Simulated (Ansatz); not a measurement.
# C2H6BFOSi: one species, many methods

One table from this session's results is given with a row withheld; the runs are named, their logs left out.

Computed with Ansatz 0.2.0, Gaussian basis. Level: functionals in def2-TZVPP, the program's frozen cores in correlated methods.

The runs, in order: PBE-D4, r2SCAN-D4, PBE0-D4, B3LYP-D4, ωB97X-V, ωB97M-V, B2PLYP; CCSD(T)/def2-TZVPP; MP2/def2-QZVPP; extrapolation to the limit.

### The relaxed structure

The geometry comes from an earlier relaxation with PBE0-D4 in a triple-zeta def2 set; it is a stationary point, not always the lowest conformer.

12 atoms, charge 0, spin multiplicity 1.

Atoms are counted from 1 here; the program's logs count them from 0.

Bond lengths: B1–O2 1.349 Å, B1–H7 1.198 Å, B1–H8 1.203 Å, O2–Si3 1.645 Å, Si3–F4 1.592 Å, Si3–C5 1.837 Å, Si3–H9 1.480 Å, C5–C6 1.331 Å, C5–H10 1.088 Å, C6–H11 1.087 Å, C6–H12 1.086 Å. Angles: O2–B1–H7 118.1°, O2–B1–H8 120.0°, H7–B1–H8 122.0°, B1–O2–Si3 133.1°, O2–Si3–F4 105.7°, O2–Si3–C5 109.9°, O2–Si3–H9 110.8°, F4–Si3–C5 110.5°, F4–Si3–H9 108.4°, C5–Si3–H9 111.5°, Si3–C5–C6 120.6°, Si3–C5–H10 120.5°, C6–C5–H10 119.0°, C5–C6–H11 121.7°, C5–C6–H12 122.4°, H11–C6–H12 115.9°.

Set-up of the first run:

The input, in.yaml:

```yaml
crystal:
  periodic: [false, false, false]
  atoms:
    - {symbol: B, position_ang: [0.389602, -2.501368, -0.697201]}
    - {symbol: O, position_ang: [-0.008493, -1.241953, -0.970860]}
    - {symbol: Si, position_ang: [-0.776627, -0.088317, -0.084678]}
    - {symbol: F, position_ang: [-2.220465, 0.065405, -0.738159]}
    - {symbol: C, position_ang: [0.146814, 1.496422, -0.187376]}
    - {symbol: C, position_ang: [0.545264, 2.120377, 0.918523]}
    - {symbol: H, position_ang: [0.931364, -3.122805, -1.566324]}
    - {symbol: H, position_ang: [0.200455, -2.967375, 0.395792]}
    - {symbol: H, position_ang: [-0.944276, -0.527569, 1.318890]}
    - {symbol: H, position_ang: [0.381410, 1.936864, -1.154266]}
    - {symbol: H, position_ang: [0.335816, 1.719234, 1.907062]}
    - {symbol: H, position_ang: [1.096236, 3.055985, 0.892598]}
basis:
  gaussian: {orbitals: def2-TZVPP}
hamiltonian: {xc: pbe, dispersion: d4}
output: {forces: true, orbitals: {seedname: orbitals}}
```

Command:

```sh
> ansatz run in.yaml --threads 4 --pin off --events-out ev --progress --plain --max-ram 10444MiB
```

Among the steps run: PBE-D4 (GGA); r2SCAN-D4 (meta-GGA); PBE0-D4 (hybrid); B3LYP-D4 (hybrid); ωB97X-V (range-separated); ωB97M-V (range-separated); B2PLYP (double hybrid); CCSD(T) in def2-TZVPP; MP2 in def2-QZVPP.

One of the session's tables, all rows but one given; the rest of the session is left out.

| method | atomisation energy (kJ/mol) |
| --- | --- |
| PBE-D4 | 5001.2 |
| r2SCAN-D4 | 4949.8 |
| PBE0-D4 | 4921.7 |
| B3LYP-D4 | 4934.6 |
| ωB97X-V | 4939.7 |
| ωB97M-V | 4950.8 |
| B2PLYP | ? |
| HF/def2-TZVPP | 3753.8 |
| MP2/def2-TZVPP | 4924.3 |
| CCSD/def2-TZVPP | 4748.5 |
| CCSD(T)/def2-TZVPP | 4814.9 |
| MP2/CBS | 5046.4 |
| CCSD(T)/CBS | 4937.0 |

**Question.** Estimate the row for B2PLYP.

The run gave: atomisation energy (kJ/mol): 4898.1. In the column «atomisation energy (kJ/mol)» it lies between CCSD(T)/def2-TZVPP (4814.9) and PBE0-D4 (4921.7).

Limits of these values: Free atoms (1 B, 1 O, 1 Si, 1 F, 2 C, 6 H) were run apart at each level; the atomisation energy is their sum less the molecule, without zero-point or spin-orbit terms.
